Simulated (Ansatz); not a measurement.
# C2H8O3Si2: a ladder of functionals and wavefunction methods

How much do the methods differ for C2H8O3Si2? The plan is to run it at one geometry with functionals of several rungs and with coupled cluster. The yardstick is the atomisation energy at the CCSD(T) limit.

The runs use Ansatz 0.2.0, Gaussian basis; functionals in def2-TZVPP, the program's frozen cores in correlated methods.

Levels to be run: PBE-D4, r2SCAN-D4, PBE0-D4, B3LYP-D4, ωB97X-V, ωB97M-V, B2PLYP; CCSD(T)/def2-TZVPP; MP2/def2-QZVPP; extrapolation to the limit.

### Step 1. The relaxed structure

The geometry comes from an earlier relaxation with PBE0-D4 in a triple-zeta def2 set; it is a stationary point, not always the lowest conformer.

SMILES `C=C[SiH](O)O[SiH2]O`, 15 atoms, charge 0, spin multiplicity 1.

Atoms are counted from 1 here; the program's logs count them from 0.

Bond lengths: C1–C2 1.330 Å, C1–H8 1.086 Å, C1–H9 1.086 Å, C2–Si3 1.843 Å, C2–H10 1.089 Å, Si3–O4 1.641 Å, Si3–O5 1.644 Å, Si3–H11 1.487 Å, O4–H12 0.960 Å, O5–Si6 1.631 Å, Si6–O7 1.650 Å, Si6–H13 1.483 Å, Si6–H14 1.478 Å, O7–H15 0.958 Å. Angles: C2–C1–H8 122.2°, C2–C1–H9 121.4°, H8–C1–H9 116.3°, C1–C2–Si3 122.6°, C1–C2–H10 118.6°, Si3–C2–H10 118.9°, C2–Si3–O4 107.7°, C2–Si3–O5 109.1°, C2–Si3–H11 112.2°, O4–Si3–O5 111.0°, O4–Si3–H11 109.9°, O5–Si3–H11 106.9°, Si3–O4–H12 116.8°, Si3–O5–Si6 133.7°, O5–Si6–O7 110.6°, O5–Si6–H13 107.5°, O5–Si6–H14 110.4°, O7–Si6–H13 110.4° and more.

### Step 2. PBE-D4 (GGA)

File in.yaml:

```yaml
crystal:
  periodic: [false, false, false]
  atoms:
    - {symbol: C, position_ang: [-1.656778, 2.008615, -0.933741]}
    - {symbol: C, position_ang: [-1.086554, 1.043030, -1.648905]}
    - {symbol: Si, position_ang: [-0.265643, -0.413638, -0.872847]}
    - {symbol: O, position_ang: [1.261008, -0.501401, -1.467549]}
    - {symbol: O, position_ang: [-0.252830, -0.216890, 0.759655]}
    - {symbol: Si, position_ang: [0.862949, -0.486010, 1.917773]}
    - {symbol: O, position_ang: [1.810778, -1.776795, 1.521525]}
    - {symbol: H, position_ang: [-2.147367, 2.860324, -1.396679]}
    - {symbol: H, position_ang: [-1.652753, 1.986458, 0.152142]}
    - {symbol: H, position_ang: [-1.119755, 1.111007, -2.735094]}
    - {symbol: H, position_ang: [-0.989722, -1.681893, -1.150534]}
    - {symbol: H, position_ang: [1.818439, -1.205459, -1.127932]}
    - {symbol: H, position_ang: [0.137976, -0.746436, 3.185200]}
    - {symbol: H, position_ang: [1.781510, 0.666394, 2.024558]}
    - {symbol: H, position_ang: [1.498753, -2.647307, 1.772428]}
basis:
  gaussian: {orbitals: def2-TZVPP}
hamiltonian: {xc: pbe, dispersion: d4}
output: {forces: true, orbitals: {seedname: orbitals}}
```

Run with:

```bash
$ ansatz run in.yaml --threads 2 --pin off --events-out ev --progress --plain --max-ram 32768MiB --backend cuda --devices 0, --max-vram 18GiB
```

Further steps of the session: r2SCAN-D4 (meta-GGA); PBE0-D4 (hybrid); B3LYP-D4 (hybrid); ωB97X-V (range-separated); ωB97M-V (range-separated); B2PLYP (double hybrid); CCSD(T) in def2-TZVPP; MP2 in def2-QZVPP.

Q: Predict the results of all the runs planned. Wanted: atomisation energy, CCSD(T)/CBS; farthest; mean size of error, hybrid; mean size of error, range-separated; gap, smallest and largest; T1 diagnostic; triples share of the correlation energy.

As calculated:

| quantity | value |
| --- | --- |
| atomisation energy, CCSD(T)/CBS | 1442.5 kcal/mol |
| functionals within 7.2 kcal/mol (0.5 %) | PBE-D4, r2SCAN-D4, ωB97X-V, ωB97M-V |
| farthest | B2PLYP (-21.8 kcal/mol) |
| mean size of error, hybrid | 14.4 kcal/mol |
| mean size of error, range-separated | 2.8 kcal/mol |
| gap, smallest and largest | 5.35 eV (PBE-D4), 12.09 eV (ωB97X-V) |
| T1 diagnostic | 0.0119 |
| triples share of the correlation energy | 3.7 % |

In words: PBE-D4 misses by +6.8 kcal/mol. Double hybrids carry the basis error of their MP2 part in triple zeta, and no dispersion term here, so their miss is partly the set-up's. The reference freezes the cores and leaves out relativity and excitations past (T), so misses under about 7.2 kcal/mol can't be ranked. Hartree-Fock recovers 73 % of the binding; the rest is correlation. The gap grows from 5.3 to 12.1 eV across the functionals, mostly with the share of exact exchange.
